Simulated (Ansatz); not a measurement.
**C₆H₁₃ClSi: small, medium and large basis sets**

An exercise on one series of results from a longer session: the logs are not shown, and one member is left open.

The runs use Ansatz 0.2.0, Gaussian basis; one geometry, several basis sets.

The runs, in order: PBE0-D4/def2-SVP; ωB97M-V/def2-SVP; PBE0-D4/def2-QZVPP; ωB97M-V/def2-QZVPP; the functionals' def2-TZVPP values are taken from earlier runs.

## The relaxed structure

All runs share one geometry, relaxed beforehand with PBE0-D4 in a triple-zeta def2 set.

21 atoms, charge 0, spin multiplicity 1.

Atoms are counted from 1 here; the program's logs count them from 0.

Bond lengths: C1–C2 1.330 Å, C1–H9 1.087 Å, C1–H10 1.086 Å, C2–Si3 1.858 Å, C2–H11 1.090 Å, Si3–Cl4 2.079 Å, Si3–C5 1.869 Å, Si3–C7 1.870 Å, C5–C6 1.526 Å, C5–H12 1.095 Å, C5–H13 1.097 Å, C6–H14 1.093 Å, C6–H15 1.092 Å, C6–H16 1.093 Å, C7–C8 1.527 Å, C7–H17 1.095 Å, C7–H18 1.095 Å, C8–H19 1.093 Å and more. Angles: C2–C1–H9 122.3°, C2–C1–H10 122.0°, H9–C1–H10 115.8°, C1–C2–Si3 123.9°, C1–C2–H11 118.0°, Si3–C2–H11 118.1°, C2–Si3–Cl4 107.2°, C2–Si3–C5 111.5°, C2–Si3–C7 110.7°, Cl4–Si3–C5 108.0°, Cl4–Si3–C7 106.8°, C5–Si3–C7 112.3°, Si3–C5–C6 113.9°, Si3–C5–H12 108.0°, Si3–C5–H13 107.8°, C6–C5–H12 110.5°, C6–C5–H13 110.2°, H12–C5–H13 106.2° and more.

Set-up of the first run:

in.yaml

```yaml
crystal:
  periodic: [false, false, false]
  atoms:
    - {symbol: C, position_ang: [2.146586, 0.336769, -1.855823]}
    - {symbol: C, position_ang: [1.676567, -0.716030, -1.192188]}
    - {symbol: Si, position_ang: [-0.006522, -0.781286, -0.408820]}
    - {symbol: Cl, position_ang: [-0.957448, -2.481880, -1.134536]}
    - {symbol: C, position_ang: [-1.038116, 0.704204, -0.879638]}
    - {symbol: C, position_ang: [-2.434549, 0.705857, -0.264243]}
    - {symbol: C, position_ang: [0.132906, -0.989172, 1.444117]}
    - {symbol: C, position_ang: [0.744241, 0.225585, 2.138033]}
    - {symbol: H, position_ang: [3.142883, 0.351496, -2.289210]}
    - {symbol: H, position_ang: [1.554104, 1.235432, -2.002836]}
    - {symbol: H, position_ang: [2.324204, -1.586242, -1.088725]}
    - {symbol: H, position_ang: [-1.101330, 0.739007, -1.972270]}
    - {symbol: H, position_ang: [-0.489144, 1.603963, -0.576646]}
    - {symbol: H, position_ang: [-3.008497, 1.580651, -0.579065]}
    - {symbol: H, position_ang: [-2.996982, -0.183200, -0.558241]}
    - {symbol: H, position_ang: [-2.391973, 0.719365, 0.827992]}
    - {symbol: H, position_ang: [-0.864372, -1.203562, 1.842324]}
    - {symbol: H, position_ang: [0.731221, -1.886073, 1.636927]}
    - {symbol: H, position_ang: [0.125116, 1.116942, 2.005317]}
    - {symbol: H, position_ang: [1.736107, 0.457314, 1.741081]}
    - {symbol: H, position_ang: [0.850401, 0.061560, 3.213153]}
basis:
  gaussian: {orbitals: def2-SVP}
hamiltonian: {xc: pbe0, dispersion: d4}
output: {orbitals: {seedname: orbitals}}
```

Steps of the session up to this table: PBE0-D4 in def2-SVP; ωB97M-V in def2-SVP; PBE0-D4 in def2-QZVPP; ωB97M-V in def2-QZVPP.

One table of the session follows, with a row left open; its other results are not shown here.

It belongs to the step «Density functionals: the series». 

| functional | basis | HOMO (eV) |
| --- | --- | --- |
| PBE0-D4 | def2-SVP | ? |
| PBE0-D4 | def2-TZVPP | -7.85 |
| PBE0-D4 | def2-QZVPP | -7.87 |
| ωB97M-V | def2-SVP | -9.99 |
| ωB97M-V | def2-TZVPP | -10.07 |
| ωB97M-V | def2-QZVPP | -10.08 |

**Question.** Estimate the row for PBE0-D4, def2-SVP.

The run gave: HOMO (eV): -7.79. In the column «HOMO (eV)» it is the highest.
